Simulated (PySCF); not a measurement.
# C₇H₆F+: excited states, first hyperpolarisability

What do calculations give for the excited states, first hyperpolarisability of C₇H₆F+ (`Fc1ccccc[cH+]1`)?

Programs: PySCF 2.14.0, with routines of our own; each step states its level. All values are computed. Atoms count from 0.

## Step 1: The system as given

14 atoms, charge 1, multiplicity 1; geometry from: GFN2-xTB.

## Step 2: Optimising the geometry at PBE0-D3(BJ)/def2-SVP

The job: settings as JSON, then the geometry in Å.

```
{"job": {"xc": "PBE0", "basis": "def2-SVP", "d3": "d3bj", "grid": 2, "kind": "geom"}, "charge": 1, "multiplicity": 1}
F      0.367655     2.863582    -0.002868
C      0.200032     1.555649    -0.002296
C     -1.130153     1.130389    -0.029607
C     -1.602742    -0.168791    -0.036397
C     -0.873934    -1.360455    -0.019000
C      0.501349    -1.537329     0.012888
C      1.507780    -0.568809     0.034585
C      1.379406     0.807701     0.026374
H     -1.861179     1.932552    -0.046161
H     -2.681347    -0.275275    -0.058643
H     -1.467074    -2.267820    -0.030408
H      0.845948    -2.565158     0.022897
H      2.523992    -0.945326     0.061240
H      2.289590     1.398618     0.045229
```

Launch:

```bash
OMP_NUM_THREADS=1 python excited_run.py task.json out
```

One launch serves the whole session: the jobs run in the order shown.

Output:

```text
step   0  E = -369.22405398  max force = 0.014219
step   1  E = -369.22477476  max force = 0.002733
step   2  E = -369.22478613  max force = 0.000783
step   3  E = -369.22478545  max force = 0.000575
step   4  E = -369.22478886  max force = 0.000095
optimisation converged
```

Run time: 26 s. Hardware: 1 thread of AMD EPYC 9R45, shared host; peak memory 0.71 GiB.

Relaxation path:

```csv
step,energy from step 0 (eV),largest force component (eV/Å)
0,0.0000,0.7312
1,-0.0196,0.1405
2,-0.0199,0.0403
3,-0.0199,0.0296
4,-0.0200,0.0049
```

Close pairs (by a distance rule), those that changed most:

```csv
bond,before (Å),after (Å),change (Å)
F0–C1,1.319,1.305,-0.014
C6–H12,1.084,1.094,+0.010
C3–H9,1.084,1.094,+0.010
C4–H10,1.084,1.094,+0.010
C5–H11,1.084,1.094,+0.010
C7–H13,1.085,1.095,+0.009
C2–H8,1.085,1.095,+0.009
C5–C6,1.397,1.404,+0.007
```

The next job starts from the end point, and lists it.

```csv
at the end point,value
point group (found at 0.08 Å tolerance),C2v
"rotational constants (GHz, main isotopes)","3.755, 1.928, 1.274"
```

## Step 3: Excited states: TDA CAM-B3LYP/def2-TZVP

The job: settings as JSON, then the geometry in Å.

```
{"job": {"kind": "states", "xc": "CAM-B3LYP", "basis": "def2-TZVP", "tda": true, "soc": true, "nstates": 6, "ntriplets": 5, "nquad": 4}, "charge": 1, "multiplicity": 1}
F      0.379158     2.718529    -0.086249
C      0.211323     1.424844    -0.094194
C     -1.120877     0.994036    -0.126520
C     -1.591963    -0.309956    -0.140175
C     -0.869366    -1.513678    -0.125112
C      0.507984    -1.692430    -0.093905
C      1.513517    -0.712823    -0.069779
C      1.389508     0.668163    -0.069661
H     -1.857396     1.803753    -0.142113
H     -2.681098    -0.412028    -0.166135
H     -1.471889    -2.426727    -0.140306
H      0.857802    -2.729011    -0.087516
H      2.540784    -1.089060    -0.047743
H      2.307957     1.263400    -0.047752
```

With the program's defaults for keys left out, this is: TDA CAM-B3LYP/def2-TZVP excited states, vertical, gas phase, spin-orbit mean-field couplings.

Output:

```text
coarse grid: 12408 points
cycle   1  E = -369.8032972221  dE =  1.824e+00  |g| = 5.494e-01  |ddm| = 3.334e+00
cycle   2  E = -369.7869476982  dE =  1.635e-02  |g| = 7.048e-01  |ddm| = 1.076e+00
cycle   3  E = -369.8663007753  dE = -7.935e-02  |g| = 6.330e-02  |ddm| = 6.555e-01
cycle   4  E = -369.8668339205  dE = -5.331e-04  |g| = 3.175e-02  |ddm| = 1.034e-01
cycle   5  E = -369.8670369759  dE = -2.031e-04  |g| = 7.345e-03  |ddm| = 3.743e-02
cycle   6  E = -369.8670487577  dE = -1.178e-05  |g| = 1.788e-03  |ddm| = 6.595e-03
cycle   7  E = -369.8670495060  dE = -7.482e-07  |g| = 6.402e-04  |ddm| = 2.710e-03
final grid: 122296 points
cycle   8  E = -369.8595773814  dE = -4.376e-05  |g| = 3.823e-03  |ddm| = 7.624e-02
cycle   9  E = -369.8595777075  dE = -3.261e-07  |g| = 3.690e-03  |ddm| = 6.993e-03
cycle  10  E = -369.8595805313  dE = -2.824e-06  |g| = 7.733e-04  |ddm| = 4.189e-03
cycle  11  E = -369.8595806317  dE = -1.004e-07  |g| = 1.610e-04  |ddm| = 1.091e-03
cycle  12  E = -369.8595806374  dE = -5.668e-09  |g| = 3.937e-05  |ddm| = 2.479e-04
cycle  13  E = -369.8595806377  dE = -3.417e-10  |g| = 1.704e-05  |ddm| = 4.944e-05
converged SCF energy = -369.8595806377

Singlet excitations
state   eV       nm        f     d(h-e)  d(exc)  Lambda  PR(NTO)  |dmu|/D   mu/D   main configurations
  1   4.9804   248.9   0.01549   0.022   2.790   0.772   1.904    0.232    3.600   H->L 0.63, H-1->L+1 0.35
  2   4.9906   248.4   0.01029   0.209   2.782   0.779   2.008    0.778    2.589   H->L+1 0.56, H-1->L 0.42
  3   6.3529   195.2   0.00322   0.050   2.851   0.551   1.025    0.152    3.520   H-2->L 0.98
  4   6.4677   191.7   0.00000   0.027   2.857   0.438   1.030    0.043    3.411   H-2->L+1 0.98
  5   6.6601   186.2   0.00000   0.703   2.830   0.446   1.046                     H-3->L 0.97
  6   6.9219   179.1   0.00181   0.782   2.870   0.526   1.030                     H-3->L+1 0.98

Triplet excitations (Tamm-Dancoff)
state   eV     d(h-e)  d(exc)  Lambda  PR(NTO)   main configurations
  1   3.3760   0.257   2.662   0.793   1.150   H->L 0.92
  2   3.5971   0.062   2.661   0.746   1.311   H->L+1 0.85, H-1->L 0.12
  3   3.8731   0.079   2.691   0.830   1.315   H-1->L 0.86, H->L+1 0.13
  4   4.0877   0.002   2.690   0.737   1.139   H-1->L+1 0.93
  5   5.9611   0.026   2.416   0.806   1.236   H-4->L 0.88
S1 - T1 = 1.6044 eV

Spin-orbit couplings |<S|Hso|T>| (cm-1)
             T1       T2       T3       T4       T5
S0        0.019    0.014    0.002    0.085    0.038
S1        0.000    0.017    0.018    0.002    0.016
S2        0.014    0.000    0.001    0.014    0.011
S3        2.192    0.595    1.134    0.387    3.291
S4        0.407    5.084    2.324    1.065    0.041
S5        5.239    0.831    2.015    1.221    2.830
S6        1.090    5.472    2.164    1.510    0.794
T1 sublevels (cm-1): 0.000 0.001 0.001   radiative rates (1/s): 3.9e-06 0.0119 4.92e-05
```

Run time: 34 s. Hardware: 1 thread of AMD EPYC 9R45, shared host; peak memory 1.2 GiB.

Key values:

```csv
quantity,value
S1 less T1,1.60 eV
```

## Step 4: Excited states: TDDFT CAM-B3LYP/aug-cc-pVDZ

Settings changed since step 3:

```diff
@@ -1,2 +1,2 @@
-{"job": {"kind": "states", "xc": "CAM-B3LYP", "basis": "def2-TZVP", "tda": true, "soc": true, "nstates": 6, "ntriplets": 5, "nquad": 4}, "charge": 1, "multiplicity": 1}
+{"job": {"kind": "states", "xc": "CAM-B3LYP", "basis": "aug-cc-pVDZ", "tpa": true, "nstates": 8, "nquad": 6, "ntriplets": 0}, "charge": 1, "multiplicity": 1}
 F      0.379158     2.718529    -0.086249
```

Level: TDDFT CAM-B3LYP/aug-cc-pVDZ excited states, vertical, gas phase, two-photon moments by quadratic response.

Output:

```text
coarse grid: 12408 points
cycle   1  E = -369.6747165929  dE =  1.876e+00  |g| = 5.118e-01  |ddm| = 2.736e+01
cycle   2  E = -369.6648051119  dE =  9.911e-03  |g| = 6.349e-01  |ddm| = 3.700e+00
cycle   3  E = -369.7360109233  dE = -7.121e-02  |g| = 6.325e-02  |ddm| = 1.656e+00
cycle   4  E = -369.7366327461  dE = -6.218e-04  |g| = 2.915e-02  |ddm| = 4.865e-01
cycle   5  E = -369.7368204237  dE = -1.877e-04  |g| = 7.203e-03  |ddm| = 1.344e-01
cycle   6  E = -369.7368325873  dE = -1.216e-05  |g| = 1.799e-03  |ddm| = 3.612e-02
cycle   7  E = -369.7368334131  dE = -8.258e-07  |g| = 5.448e-04  |ddm| = 1.094e-02
final grid: 122296 points
cycle   8  E = -369.7545760928  dE = -2.034e-05  |g| = 3.413e-03  |ddm| = 4.154e-01
cycle   9  E = -369.7545761312  dE = -3.835e-08  |g| = 3.693e-03  |ddm| = 4.316e-02
cycle  10  E = -369.7545790800  dE = -2.949e-06  |g| = 5.525e-04  |ddm| = 1.383e-02
cycle  11  E = -369.7545791370  dE = -5.693e-08  |g| = 1.016e-04  |ddm| = 2.210e-03
cycle  12  E = -369.7545791396  dE = -2.683e-09  |g| = 2.693e-05  |ddm| = 9.170e-04
cycle  13  E = -369.7545791398  dE = -2.098e-10  |g| = 1.467e-05  |ddm| = 1.664e-04
converged SCF energy = -369.7545791398

Singlet excitations
state   eV       nm        f     d(h-e)  d(exc)  Lambda  PR(NTO)  |dmu|/D   mu/D   delta(TPA)   sigma/GM   main configurations
  1   4.8104   257.7   0.01692   0.018   2.791   0.767   1.889    0.071    3.457        0.71      0.006   H->L 0.70, H-1->L+1 0.29
  2   4.8382   256.3   0.01162   0.211   2.780   0.771   2.020    0.691    2.695        4.15      0.036   H->L+1 0.61, H-1->L 0.39
  3   6.2275   199.1   0.53545   0.195   2.792   0.718   1.939    0.442    2.944        1.60      0.023   H-1->L+1 0.68, H->L 0.28
  4   6.2848   197.3   0.65583   0.179   2.755   0.764   2.279    0.305    3.081        8.03      0.116   H-1->L 0.59, H->L+1 0.38
  5   6.3326   195.8   0.00352   0.060   2.857   0.550   1.027    0.162    3.548        0.00      0.000   H-2->L 0.98
  6   6.4441   192.4   0.00000   0.038   2.863   0.438   1.030    0.068    3.454        0.01      0.000   H-2->L+1 0.98
  7   6.6470   186.5   0.00000   0.702   2.835   0.445   1.046                                            H-3->L 0.97
  8   6.8907   179.9   0.00207   0.780   2.877   0.525   1.036                                            H-3->L+1 0.98
```

It took 30 s on 1 thread of AMD EPYC 9R45, shared host; peak memory 0.95 GiB.

## Step 5: First hyperpolarisability: quadratic response CAM-B3LYP/aug-cc-pVDZ

Settings changed since step 4:

```diff
@@ -1,2 +1,2 @@
-{"job": {"kind": "states", "xc": "CAM-B3LYP", "basis": "aug-cc-pVDZ", "tpa": true, "nstates": 8, "nquad": 6, "ntriplets": 0}, "charge": 1, "multiplicity": 1}
+{"job": {"kind": "beta", "xc": "CAM-B3LYP", "basis": "aug-cc-pVDZ"}, "charge": 1, "multiplicity": 1}
 F      0.379158     2.718529    -0.086249
```

Level: quadratic response CAM-B3LYP/aug-cc-pVDZ first hyperpolarisability, Taylor convention, gas phase.

Output:

```text
coarse grid: 12408 points
cycle   1  E = -369.6747165929  dE =  1.876e+00  |g| = 5.118e-01  |ddm| = 2.736e+01
cycle   2  E = -369.6648051119  dE =  9.911e-03  |g| = 6.349e-01  |ddm| = 3.700e+00
cycle   3  E = -369.7360109233  dE = -7.121e-02  |g| = 6.325e-02  |ddm| = 1.656e+00
cycle   4  E = -369.7366327461  dE = -6.218e-04  |g| = 2.915e-02  |ddm| = 4.865e-01
cycle   5  E = -369.7368204237  dE = -1.877e-04  |g| = 7.203e-03  |ddm| = 1.344e-01
cycle   6  E = -369.7368325873  dE = -1.216e-05  |g| = 1.799e-03  |ddm| = 3.612e-02
cycle   7  E = -369.7368334131  dE = -8.258e-07  |g| = 5.448e-04  |ddm| = 1.094e-02
final grid: 122296 points
cycle   8  E = -369.7545760928  dE = -2.034e-05  |g| = 3.413e-03  |ddm| = 4.154e-01
cycle   9  E = -369.7545761312  dE = -3.835e-08  |g| = 3.693e-03  |ddm| = 4.316e-02
cycle  10  E = -369.7545790800  dE = -2.949e-06  |g| = 5.525e-04  |ddm| = 1.383e-02
cycle  11  E = -369.7545791370  dE = -5.693e-08  |g| = 1.016e-04  |ddm| = 2.210e-03
cycle  12  E = -369.7545791396  dE = -2.683e-09  |g| = 2.693e-05  |ddm| = 9.170e-04
cycle  13  E = -369.7545791398  dE = -2.098e-10  |g| = 1.467e-05  |ddm| = 1.664e-04
converged SCF energy = -369.7545791398

Lowest singlets (eV, f): 4.8104 0.0169  4.8382 0.0116  6.2275 0.5354

First hyperpolarisability (au)
process     nm      |vector|   parallel      HRS      DR
static         -      174.61    -104.76      69.26   5.861
shg       1907.0      182.23    -109.34      72.22   5.912
eope      1907.0      177.07    -106.24          -       -
shg       1064.0      202.05    -121.23      79.89   6.065
eope      1064.0      182.79    -109.68          -       -
```

It took 24 s on 1 thread of AMD EPYC 9R45, shared host; peak memory 0.93 GiB.

## Step 6: Excited states: TDA CAM-B3LYP/def2-TZVP in tetrahydrofuran

Settings changed since step 5:

```diff
@@ -1,2 +1,2 @@
-{"job": {"kind": "beta", "xc": "CAM-B3LYP", "basis": "aug-cc-pVDZ"}, "charge": 1, "multiplicity": 1}
+{"job": {"kind": "states", "xc": "CAM-B3LYP", "basis": "def2-TZVP", "tda": true, "soc": true, "nstates": 6, "ntriplets": 5, "nquad": 4, "solvent": "tetrahydrofuran"}, "charge": 1, "multiplicity": 1}
 F      0.379158     2.718529    -0.086249
```

Level: TDA CAM-B3LYP/def2-TZVP excited states, vertical, IEF-PCM tetrahydrofuran (non-equilibrium response), spin-orbit mean-field couplings.

Output:

```text
coarse grid: 12408 points
cycle   1  E = -369.8831539810  dE =  1.744e+00  |g| = 5.327e-01  |ddm| = 3.330e+00
cycle   2  E = -369.8745126703  dE =  8.641e-03  |g| = 6.542e-01  |ddm| = 9.098e-01
cycle   3  E = -369.9422084756  dE = -6.770e-02  |g| = 5.854e-02  |ddm| = 5.751e-01
cycle   4  E = -369.9426746280  dE = -4.662e-04  |g| = 2.876e-02  |ddm| = 1.109e-01
cycle   5  E = -369.9428319943  dE = -1.574e-04  |g| = 6.498e-03  |ddm| = 3.620e-02
cycle   6  E = -369.9428407973  dE = -8.803e-06  |g| = 1.197e-03  |ddm| = 7.322e-03
final grid: 122296 points
cycle   7  E = -369.9353379266  dE = -4.450e-05  |g| = 4.234e-03  |ddm| = 7.606e-02
cycle   8  E = -369.9353389435  dE = -1.017e-06  |g| = 3.827e-03  |ddm| = 7.301e-03
cycle   9  E = -369.9353418940  dE = -2.950e-06  |g| = 7.787e-04  |ddm| = 4.008e-03
cycle  10  E = -369.9353419786  dE = -8.462e-08  |g| = 1.571e-04  |ddm| = 1.083e-03
cycle  11  E = -369.9353419835  dE = -4.902e-09  |g| = 5.015e-05  |ddm| = 2.653e-04
cycle  12  E = -369.9353419841  dE = -6.029e-10  |g| = 1.943e-05  |ddm| = 5.101e-05
converged SCF energy = -369.9353419841

Singlet excitations
state   eV       nm        f     d(h-e)  d(exc)  Lambda  PR(NTO)  |dmu|/D   mu/D   main configurations
  1   4.9562   250.2   0.01864   0.008   2.785   0.775   1.896    0.295    4.096   H->L 0.63, H-1->L+1 0.35
  2   4.9763   249.1   0.01169   0.197   2.780   0.782   2.002    0.879    2.921   H->L+1 0.57, H-1->L 0.42
  3   6.3207   196.2   0.00377   0.102   2.851   0.552   1.026    0.298    4.099   H-2->L 0.98
  4   6.4221   193.1   0.00001   0.111   2.859   0.436   1.028    0.258    4.058   H-2->L+1 0.98
  5   6.6031   187.8   1.07378   0.252   2.802   0.744   2.058                     H-1->L+1 0.60, H->L 0.33
  6   6.6164   187.4   0.00019   0.714   2.832   0.446   1.039                     H-3->L 0.97

Triplet excitations (Tamm-Dancoff)
state   eV     d(h-e)  d(exc)  Lambda  PR(NTO)   main configurations
  1   3.4190   0.238   2.657   0.796   1.165   H->L 0.92
  2   3.5963   0.085   2.644   0.755   1.406   H->L+1 0.82, H-1->L 0.15
  3   3.8707   0.085   2.705   0.828   1.401   H-1->L 0.82, H->L+1 0.16
  4   4.0549   0.009   2.695   0.739   1.152   H-1->L+1 0.93
  5   5.9497   0.120   2.794   0.550   1.130   H-2->L 0.94
S1 - T1 = 1.5372 eV

Spin-orbit couplings |<S|Hso|T>| (cm-1)
             T1       T2       T3       T4       T5
S0        0.017    0.013    0.002    0.080    0.113
S1        0.000    0.016    0.017    0.001    1.253
S2        0.013    0.000    0.001    0.014    0.131
S3        1.300    0.617    1.153    0.227    0.009
S4        0.421    3.246    1.747    1.113    2.432
S5        0.063    0.040    0.067    0.015    0.251
S6        4.840    0.310    1.870    1.200   13.528
T1 sublevels (cm-1): 0.000 0.001 0.001   radiative rates (1/s): 6.37e-06 2.58e-06 0.00319
```

Wall time 35 s (1 thread of AMD EPYC 9R45, shared host); peak memory 1.1 GiB.

From this job:

```csv
quantity,value
S1 less T1,1.54 eV
```

## Step 7: Summary of results

```
                                                       quantity                                                value
                                                    point group                                                  C2v
                           rotational constants (main isotopes)                                 3.76, 1.93, 1.27 GHz
                   S1 less T1 (step 3, TDA CAM-B3LYP/def2-TZVP)                                              1.60 eV
    β vector (step 5, quadratic response CAM-B3LYP/aug-cc-pVDZ)  static 175, SHG 1907.0 nm 182, SHG 1064.0 nm 202 au
S1 less T1 (step 6, TDA CAM-B3LYP/def2-TZVP in tetrahydrofuran)                                              1.54 eV
```

**Reading.** Over 4 steps the energy fell by 0.020 eV; of the close pairs, F0–C1 changed most, 1.319 to 1.305 Å. In step 3, the number of triplets below S1 is 4, and the largest singlet-triplet spin-orbit coupling is S6–T2, 5.47 cm⁻¹. β grows from 175 au (static) to 202 au for doubling at 1064.0 nm: normal dispersion, which grows as twice the photon energy moves toward the bright states. In step 6, the number of triplets below S1 is 4, and the largest singlet-triplet spin-orbit coupling is S6–T5, 13.53 cm⁻¹.
